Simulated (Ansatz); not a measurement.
# Zn3SeS2: the cost of one run

Computed with Ansatz 0.2.0 (DFT PBE, scalar-relativistic, plane waves, PAW, unless a step's input says otherwise).

### Step 1. Starting point

The structure is tetragonal, space group I-4m2 (No. 119). The conventional cell has a = 3.918 Å, b = 3.918 Å, c = 16.614 Å, α = 90.00°, β = 90.00°, γ = 90.00°. Zn (site symmetry 2mm) is surrounded by 2 S at 2.37 Å and 2 Se at 2.46 Å. Zn (site symmetry -4m2) is surrounded by 4 S at 2.37 Å. Around Se (site symmetry -4m2) lie 4 Zn at 2.46 Å. Around S (site symmetry 2mm) lie 4 Zn at 2.37 Å.

Structure file:

```cif
data_structure
_symmetry_space_group_name_H-M 'P 1'
_symmetry_Int_Tables_number 1
_cell_length_a 8.7568
_cell_length_b 8.7568
_cell_length_c 8.7568
_cell_angle_alpha 154.149
_cell_angle_beta 154.149
_cell_angle_gamma 36.884
_cell_volume 127.49
loop_
_atom_site_label
_atom_site_type_symbol
_atom_site_fract_x
_atom_site_fract_y
_atom_site_fract_z
_atom_site_occupancy
Zn1 Zn 0.66071 0.66071 0.00000 1
Zn2 Zn 0.00000 0.00000 0.00000 1
Zn3 Zn 0.33929 0.33929 0.00000 1
Se1 Se 0.75000 0.25000 0.50000 1
S1 S 0.08035 0.58035 0.50000 1
S2 S 0.41965 0.91965 0.50000 1
```

The cell was relaxed beforehand at this level, from a generated guess; it needn't be the stable form of this composition. At a tolerance of 0.02 Å it has space group I-4m2 (No. 119); it has 21.25 Å³/atom, an uncorrected energy of -0.78 eV/atom over the elements.

### Step 2. Bands, states and charges

Input file input.yaml:

```yaml
crystal:
  lattice:
    - [-1.9587867, 1.9587867, 8.3070959]
    - [1.9587867, -1.9587867, 8.3070959]
    - [1.9587867, 1.9587867, -8.3070959]
  atoms:
    - { symbol: Zn, position: [0.660712, 0.660712, 0.0] }
    - { symbol: Zn, position: [0.0, 0.0, 0.0] }
    - { symbol: Zn, position: [0.339288, 0.339288, 0.0] }
    - { symbol: Se, position: [0.75, 0.25, 0.5] }
    - { symbol: S, position: [0.080347, 0.580347, 0.5] }
    - { symbol: S, position: [0.419653, 0.919653, 0.5] }
basis:
  ecutwfc: 420
kpoints:
  mp_grid: { grid: [10, 10, 10] }
  band_path:
    path:
      - [[0.0, 0.0, 0.0], [0.0, 0.0, 0.5], [0.25, 0.25, 0.25], [0.0, 0.5, 0.0], [0.0, 0.0, 0.0], [0.5, 0.5, -0.5], [0.26390003, 0.73609997, -0.26390003]]
      - [[-0.26390003, 0.26390003, 0.26390003], [0.0, 0.0, 0.0]]
      - [[0.0, 0.0, 0.5], [-0.02780007, 0.02780007, 0.5]]
      - [[0.5, 0.5, -0.02780007], [0.5, 0.5, -0.5]]
    npoints: 14
hamiltonian:
  xc: pbe
scf:
  occupations: { method: gaussian, width: 0.02 }
  n_extra_bands: 15
output:
  forces: true
  stress: true
  eigenvalues: true
  populations: true
  dos: { projected: true, de: 0.02, nscf_kmesh: { grid: [15, 15, 15] } }
  bader: true
  write_density: true
  write_potential: true
  elf: true
  volumetric_format: npy
```

Command:

```bash
> ansatz run input.yaml --threads 4 --pin off --max-ram 8192MiB --backend cpu --events-out ev --progress --plain --runs-dir out
```

What time and memory should one allow on 4 threads of Arm Neoverse V2, shared host?

About 80 s, with a peak of 1.2 GiB.
